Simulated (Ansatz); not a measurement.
# CaInO6: the cost of one run

Computed with Ansatz 0.2.0 (DFT PBE, scalar-relativistic, plane waves, PAW, unless a step's input says otherwise).

### Step 1. The starting structure

The structure is cubic, space group Fm-3m (No. 225). Conventional cell: a = 8.499 Å, b = 8.499 Å, c = 8.499 Å, α = 90.00°, β = 90.00°, γ = 90.00°. Ca (site symmetry m-3m) has 6 O at 2.12 Å as nearest neighbours. Around In (site symmetry m-3m) lie 6 O at 2.12 Å. O (site symmetry 4mm) has 1 Ca at 2.12 Å and 1 In at 2.12 Å as nearest neighbours.

Structure file:

```
Ca In O
1.0
     0.00000    4.24952    4.24952
     4.24952    0.00000    4.24952
     4.24952    4.24952    0.00000
Ca In O
1 1 6
Direct
  0.00000 0.00000 0.00000
  0.50000 0.50000 0.50000
  0.75000 0.25000 0.25000
  0.25000 0.75000 0.75000
  0.25000 0.75000 0.25000
  0.75000 0.25000 0.75000
  0.25000 0.25000 0.75000
  0.75000 0.75000 0.25000
```

Recipe of the guess: ordered mixture on the cation sites of rhenium trioxide (Fm-3m, No. 225). Its size is a rough estimate.

### Step 2. Probe: one point on a coarse mesh

The input, input.yaml:

```yaml
crystal:
  lattice:
    - [0.0, 4.24952455, 4.24952455]
    - [4.24952455, 0.0, 4.24952455]
    - [4.24952455, 4.24952455, 0.0]
  atoms:
    - { symbol: Ca, position: [0.0, 0.0, 0.0] }
    - { symbol: In, position: [0.5, 0.5, 0.5] }
    - { symbol: O, position: [0.75, 0.25, 0.25] }
    - { symbol: O, position: [0.25, 0.75, 0.75] }
    - { symbol: O, position: [0.25, 0.75, 0.25] }
    - { symbol: O, position: [0.75, 0.25, 0.75] }
    - { symbol: O, position: [0.25, 0.25, 0.75] }
    - { symbol: O, position: [0.75, 0.75, 0.25] }
basis:
  ecutwfc: 420
kpoints:
  mp_grid: { grid: [4, 4, 4] }
hamiltonian:
  xc: pbe
scf:
  occupations: { method: gaussian, width: 0.1 }
  lower_state_search: "off"
output:
  forces: true
  stress: true
  eigenvalues: true
```

Run with:

```bash
$ ansatz run input.yaml --threads 1 --pin off --max-ram 2048MiB --backend cpu --events-out ev --progress --plain --runs-dir out
```

What time and memory should one allow on 1 thread of Arm Neoverse V2, shared host?

About 3.4 s, with a peak of 0.41 GiB.
